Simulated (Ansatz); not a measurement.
# FH3S3Ti: the cost of one run

Program: Ansatz 0.2.0, Gaussian basis. Level of theory: the settings change from run to run. These are calculated values, not measurements.

### 1 The molecule

An earlier PBE0-D4 in a triple-zeta def2 set relaxation fixed the geometry.

8 atoms, charge 0, spin multiplicity 1.

Atoms are counted from 1 here; the program's logs count them from 0.

Bond lengths: F1–Ti2 1.739 Å, Ti2–S3 2.280 Å, Ti2–S4 2.280 Å, Ti2–S5 2.280 Å, S3–H6 1.346 Å, S4–H7 1.346 Å, S5–H8 1.346 Å. Angles: F1–Ti2–S3 109.9°, F1–Ti2–S4 109.9°, F1–Ti2–S5 109.9°, S3–Ti2–S4 109.1°, S3–Ti2–S5 109.1°, S4–Ti2–S5 109.1°, Ti2–S3–H6 91.4°, Ti2–S4–H7 91.4°, Ti2–S5–H8 91.4°.

### 2 CAM-B3LYP/def2-TZVPP

Set apart from the defaults: multiplicity 3, atoms shaken by 0.03 Å, D4 dispersion.

in.yaml reads:

```yaml
crystal:
  periodic: [false, false, false]
  atoms:
    - {symbol: F, position_ang: [-2.008739, 1.379703, -0.007130]}
    - {symbol: Ti, position_ang: [-0.559291, 0.446630, 0.047170]}
    - {symbol: S, position_ang: [0.330667, 0.406919, 2.074562]}
    - {symbol: S, position_ang: [0.923914, 1.223499, -1.502948]}
    - {symbol: S, position_ang: [-1.133683, -1.759562, -0.564256]}
    - {symbol: H, position_ang: [1.596751, 0.485992, 1.528879]}
    - {symbol: H, position_ang: [1.276279, 0.009572, -1.830107]}
    - {symbol: H, position_ang: [-0.215131, -2.237458, 0.301711]}
basis:
  gaussian: {orbitals: def2-TZVPP}
magnetization: {spin_polarized: true, initial_magnetization: 2}
hamiltonian: {xc: {name: CAM-B3LYP}, dispersion: d4}
output: {forces: true}
```

Launch:

```console
> ansatz run in.yaml --threads 4 --pin off --events-out ev --progress --plain --max-ram 10444MiB
```

What time and memory should one allow on 4 threads of Intel Xeon Platinum 8488C, shared host?

About 40 s, with a peak of 2 GiB.
